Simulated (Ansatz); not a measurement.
# C₃H₈BNSi: a ladder of functionals and wavefunction methods

The task here is to estimate one member of a computed series from the others.

Method: functionals in def2-TZVPP, the program's frozen cores in correlated methods; program: Ansatz 0.2.0, Gaussian basis.

Levels to be run: LDA (SPW92), PBE-D4, revPBE-D4, BLYP-D4, r2SCAN-D4, B97M-V, PBE0-D4, B3LYP-D4, r2SCANh-D4, r2SCAN0-D4, HSE06-D4, BHLYP-D4, CAM-B3LYP-D4, LC-ωPBE, ωB97X-V, ωB97M-V, B2PLYP, PBE-QIDH; CCSD(T)/def2-SVP; CCSD(T)/def2-TZVPP; MP2/def2-QZVPP; extrapolation to the limit; RPA on PBE.

## The relaxed structure

The geometry comes from an earlier relaxation with PBE0-D4 in a triple-zeta def2 set; it is a stationary point, not always the lowest conformer.

SMILES `BC(C)([SiH3])C#N`, 14 atoms, charge 0, spin multiplicity 1.

Atoms are counted from 1 here; the program's logs count them from 0.

Bond lengths: B1–C2 1.542 Å, B1–H7 1.193 Å, B1–H8 1.196 Å, C2–C3 1.538 Å, C2–Si4 1.947 Å, C2–C5 1.445 Å, C3–H9 1.091 Å, C3–H10 1.091 Å, C3–H11 1.092 Å, Si4–H12 1.484 Å, Si4–H13 1.480 Å, Si4–H14 1.481 Å, C5–N6 1.152 Å. Angles: C2–B1–H7 120.7°, C2–B1–H8 118.3°, H7–B1–H8 120.7°, B1–C2–C3 117.8°, B1–C2–Si4 98.1°, B1–C2–C5 114.9°, C3–C2–Si4 106.8°, C3–C2–C5 112.6°, Si4–C2–C5 104.0°, C2–C3–H9 110.1°, C2–C3–H10 110.0°, C2–C3–H11 112.0°, H9–C3–H10 108.0°, H9–C3–H11 107.8°, H10–C3–H11 108.8°, C2–Si4–H12 108.4°, C2–Si4–H13 111.1°, C2–Si4–H14 104.9° and more.

Coordinates:

| atom | x (Å) | y (Å) | z (Å) |
| --- | --- | --- | --- |
| B1 | -1.6420 | 0.0888 | -0.0660 |
| C2 | -0.1364 | 0.3908 | 0.0782 |
| C3 | 0.6434 | 0.7744 | -1.1904 |
| Si4 | 0.4548 | -1.3943 | 0.5847 |
| C5 | 0.2129 | 1.2107 | 1.2151 |
| N6 | 0.5100 | 1.8609 | 2.1190 |
| H7 | -2.3708 | 0.1602 | 0.8751 |
| H8 | -2.0420 | -0.3109 | -1.1198 |
| H9 | 0.3864 | 1.7900 | -1.4965 |
| H10 | 0.3832 | 0.0993 | -2.0073 |
| H11 | 1.7233 | 0.7366 | -1.0330 |
| H12 | 0.1609 | -2.3205 | -0.5366 |
| H13 | -0.2146 | -1.8448 | 1.8259 |
| H14 | 1.9178 | -1.2703 | 0.7805 |

The first run:

The input, in.yaml:

```yaml
crystal:
  periodic: [false, false, false]
  atoms:
    - {symbol: B, position_ang: [-1.641997, 0.088765, -0.066049]}
    - {symbol: C, position_ang: [-0.136412, 0.390771, 0.078160]}
    - {symbol: C, position_ang: [0.643442, 0.774427, -1.190364]}
    - {symbol: Si, position_ang: [0.454791, -1.394303, 0.584687]}
    - {symbol: C, position_ang: [0.212856, 1.210682, 1.215113]}
    - {symbol: N, position_ang: [0.510003, 1.860925, 2.118989]}
    - {symbol: H, position_ang: [-2.370813, 0.160211, 0.875111]}
    - {symbol: H, position_ang: [-2.041960, -0.310872, -1.119781]}
    - {symbol: H, position_ang: [0.386408, 1.789965, -1.496529]}
    - {symbol: H, position_ang: [0.383165, 0.099327, -2.007308]}
    - {symbol: H, position_ang: [1.723323, 0.736556, -1.032958]}
    - {symbol: H, position_ang: [0.160887, -2.320519, -0.536606]}
    - {symbol: H, position_ang: [-0.214626, -1.844793, 1.825912]}
    - {symbol: H, position_ang: [1.917835, -1.270339, 0.780523]}
basis:
  gaussian: {orbitals: def2-TZVPP}
hamiltonian: {xc: lda}
output: {orbitals: {seedname: orbitals}}
```

Run with:

```
ansatz run in.yaml --threads 4 --pin off --events-out ev --progress --plain --max-ram 10444MiB
```

Steps of the session up to this table: LDA; PBE-D4 (GGA); revPBE-D4 (GGA); BLYP-D4 (GGA); r2SCAN-D4 (meta-GGA); B97M-V (meta-GGA); PBE0-D4 (hybrid); B3LYP-D4 (hybrid); r2SCANh-D4 (hybrid); r2SCAN0-D4 (hybrid); HSE06-D4 (hybrid); BHLYP-D4 (hybrid); CAM-B3LYP-D4 (range-separated); LC-ωPBE (range-separated); ωB97X-V (range-separated); ωB97M-V (range-separated); B2PLYP (double hybrid); PBE-QIDH (double hybrid).

One of the session's tables, all rows but one given; the rest of the session is left out.

It belongs to the step «Frontier levels by functional». 

```
  functional  HOMO (eV)  LUMO (eV)  gap (eV)
 LDA (SPW92)      -7.42      -3.33      4.09
      PBE-D4      -7.25      -3.05      4.20
   revPBE-D4      -7.19      -2.93      4.25
     BLYP-D4      -7.11      -2.88      4.23
   r2SCAN-D4      -7.47      -2.73      4.74
      B97M-V      -7.56      -2.84      4.72
     PBE0-D4      -8.44      -2.10      6.35
    B3LYP-D4      -8.23      -2.29      5.94
  r2SCANh-D4      -7.92      -2.40      5.52
  r2SCAN0-D4      -8.59      -1.91      6.68
    HSE06-D4      -8.04      -2.48      5.57
    BHLYP-D4      -9.52      -1.06      8.47
CAM-B3LYP-D4          ?          ?         ?
     LC-ωPBE     -11.10       0.17     11.26
     ωB97X-V     -10.73       0.06     10.80
     ωB97M-V     -10.62      -0.19     10.43
```

**Question.** Estimate the row for CAM-B3LYP-D4.

**Answer.** HOMO (eV): -9.76; LUMO (eV): -0.99; gap (eV): 8.77. In the column «HOMO (eV)» it lies between ωB97M-V (-10.62) and BHLYP-D4 (-9.52).
